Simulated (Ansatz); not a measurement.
**AsH3+ (doublet): the correlation ladder at distance As1–H3 = 5.137 Å, cc-pVDZ**

Aim: climb from Hartree-Fock through coupled cluster and multireference methods for AsH3+ (doublet) at one geometry and basis, and see what each rung misses.

Method: cc-pVDZ, core rule «outside noble gas», up to 14 orbitals frozen; program: Ansatz 0.2.0, Gaussian basis.

The runs, in order: UHF; CCSD(T) on ROHF; CCSD(T) on UHF; BCCD(T) on ROHF; CISD as a restricted active space (open shells left free, so some higher excitations enter); CCSDT(Q) on ROHF; CCSDT(Q) on UHF; CCSDTQ on ROHF; CCSDTQ on UHF; CASSCF and MRCISD+Q, 3 electrons in 3 orbitals; CASSCF and NEVPT2, 3 electrons in 3 orbitals; CASSCF and MRCISD+Q, 7 electrons in 7 orbitals; CASSCF and NEVPT2, 7 electrons in 7 orbitals; Full CI.

## Step 1: The system

The geometry derives from a PBE0/def2-TZVP stationary point (not a proven minimum). One bond is set to the value named and the two fragments are kept rigid. No spin-orbit coupling is included. The filled d shell of As may be among the frozen orbitals whatever the setting's name suggests.

4 atoms, charge 1, spin multiplicity 2.

Atoms are counted from 1 here; the program's logs count them from 0.

Bond lengths: As1–H2 1.497 Å, As1–H4 1.497 Å. Angles: H2–As1–H4 112.5°.

## Step 2: UHF

File in.yaml:

```yaml
crystal:
  periodic: [false, false, false]
  atoms:
    - {symbol: As, position_ang: [0.023065, -0.038960, -0.029205]}
    - {symbol: H, position_ang: [1.459177, -0.025197, 0.392917]}
    - {symbol: H, position_ang: [-2.488138, 4.211371, 1.391118]}
    - {symbol: H, position_ang: [-0.685460, -1.290254, 0.386787]}
basis:
  gaussian: {orbitals: cc-pVDZ}
total_charge: 1
magnetization: {spin_polarized: true, initial_magnetization: 1}
hamiltonian: {xc: hf}
output: {orbitals: {seedname: orbitals}}
```

On the command line:

```console
$ ansatz run in.yaml --threads 1 --pin off --events-out ev --progress --plain --max-ram 2816MiB --backend cpu
```

The runs that follow: CCSD(T) on ROHF; CCSD(T) on UHF; BCCD(T) on ROHF; CISD as a restricted active space (open shells left free, so some higher excitations enter); CCSDT(Q) on ROHF; CCSDT(Q) on UHF; CCSDTQ on ROHF; CCSDTQ on UHF; CASSCF and MRCISD+Q, 3 electrons in 3 orbitals; CASSCF and NEVPT2, 3 electrons in 3 orbitals; CASSCF and MRCISD+Q, 7 electrons in 7 orbitals; CASSCF and NEVPT2, 7 electrons in 7 orbitals; Full CI.

Q: Predict the results of all the runs planned. Wanted: FCI from the RHF energy; RMP2 from FCI; UMP2 from FCI; RCCSD from FCI; RCCSD(T) from FCI; UCCSD(T) from FCI; RCCSDT(Q) from FCI; UCCSDT(Q) from FCI; NEVPT2 pair from FCI.

As calculated:

```
                         quantity                                                                                                  value
          FCI from the ROHF energy                                                                                             -3.1971 eV
                    RMP2 from FCI                                                                                             +807.3 meV
                    UMP2 from FCI                                                                                             +882.1 meV
                   RCCSD from FCI                                                                                              +75.6 meV
                RCCSD(T) from FCI                                                                                              +17.8 meV
                UCCSD(T) from FCI                                                                                              +32.0 meV
               RCCSDT(Q) from FCI                                                                                               +0.7 meV
               UCCSDT(Q) from FCI                                                                                               +4.1 meV
             NEVPT2 pair from FCI                                                                                             +722.3 meV
          NEVPT2 valence from FCI                                                                                             +490.5 meV
        MRCISD+Q valence from FCI                                                                                               +3.0 meV
levels within 1 kcal/mol (43 meV)  RCCSD(T), UCCSD(T), BCCD(T), RCCSDT, UCCSDT, RCCSDT(Q), UCCSDT(Q), RCCSDTQ, UCCSDTQ, MRCISD+Q valence
                    T1 diagnostic                                                                                                  0.011
   effectively unpaired electrons                                                                                                   1.07
```

RCCSD(T) lands +17.8 meV from the yardstick (0.6 % of the correlation energy). One determinant dominates. Of the multireference levels listed MRCISD+Q valence comes nearest in total energy (+3.0 meV), which doesn't show that its space is the better one. These misses are within one basis, not against nature; the frozen cores of restricted and unrestricted runs differ, which can shift their rows.

Levels on UHF freeze UHF's core orbitals, full CI those of ROHF, so the U rows can settle a little off it for that reason alone.

With open shells the CI space here admits some higher excitations, so it is larger than plain CISD.
